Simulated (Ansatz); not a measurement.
Consider an atomisation energy of C₃H₄B, SMILES BC#C[CH2] (Ansatz 0.2.0, Python API).

Script `c3h4b_tae.py`:
```python
"""Atomisation energy of C3H4B at the given geometry."""

from collections import Counter

import ansatz as az
from ase import Atoms


def total_energy(molecule, charge=0, unpaired=0):
    calc = molecule.calculation().basis(gaussian="cc-pVDZ").functional("r2scan")
    if charge:
        calc = calc.charge(charge)
    if unpaired:
        calc = calc.spin("collinear", total=unpaired)
    return calc.run().report["free_energy_ev"]

atoms = Atoms(["B", "C", "C", "C", "H", "H", "H", "H"], positions=[
    [1.9995, 0.2256, 0.4355],
    [0.5247, -0.038, 0.1087],
    [-0.6346, -0.245, -0.1482],
    [-2.0416, -0.4964, -0.46],
    [2.7254, -0.6792, 0.6572],
    [2.4202, 1.3289, 0.4148],
    [-2.3181, 0.047, -1.3869],
    [-2.6755, -0.1428, 0.379],
])
molecule = az.Crystal.molecule_from_ase(atoms)

# Hund ground states
unpaired = {"B": 1, "C": 2, "H": 1}
counts = Counter(site.symbol for site in molecule.cartesian_sites)
atom_energy = {s: total_energy(az.Crystal.molecule().atom(s, (0, 0, 0)), 0, unpaired[s]) for s in counts}
whole = total_energy(molecule, 0, 1)
for s, e in atom_energy.items():
    print(f"{s:2s} x{counts[s]}  {e:14.5f} eV")
print(f"C3H4B: {whole:.5f} eV")
split = sum(counts[s] * e for s, e in atom_energy.items()) - whole
print(f"atomisation energy (no zero-point term): {96.485332 * split:.1f} kJ/mol, {split / sum(counts.values()):.3f} eV an atom")
```

What does it cost to take this molecule apart into atoms?

3251.0 kJ/mol from the electronic energies, without the zero-point term.

What the script printed:

Running `python c3h4b_tae.py` prints:
```text
B  x1      -670.32969 eV
C  x3     -1029.30532 eV
H  x4       -13.58415 eV
C3H4B: -3846.27616 eV
atomisation energy (no zero-point term): 3251.0 kJ/mol, 4.212 eV an atom
```

Caveats:
- Total energies depend on the basis set; only differences at equal settings carry meaning.
- The geometry is a force-field or estimated start, not a minimum of this method, and the basis set is short of its limit. All parts are taken at fixed geometry, without zero-point energy.
- The species is open-shell (spin multiplicity 2).
- Wall time of the script: 3.6 s on 1 thread of Intel(R) Xeon(R) 6975P-C (Granite Rapids) (shared host), peak memory 0.24 GiB.

(Lines on the test bed's own set-up are left out of the output.)
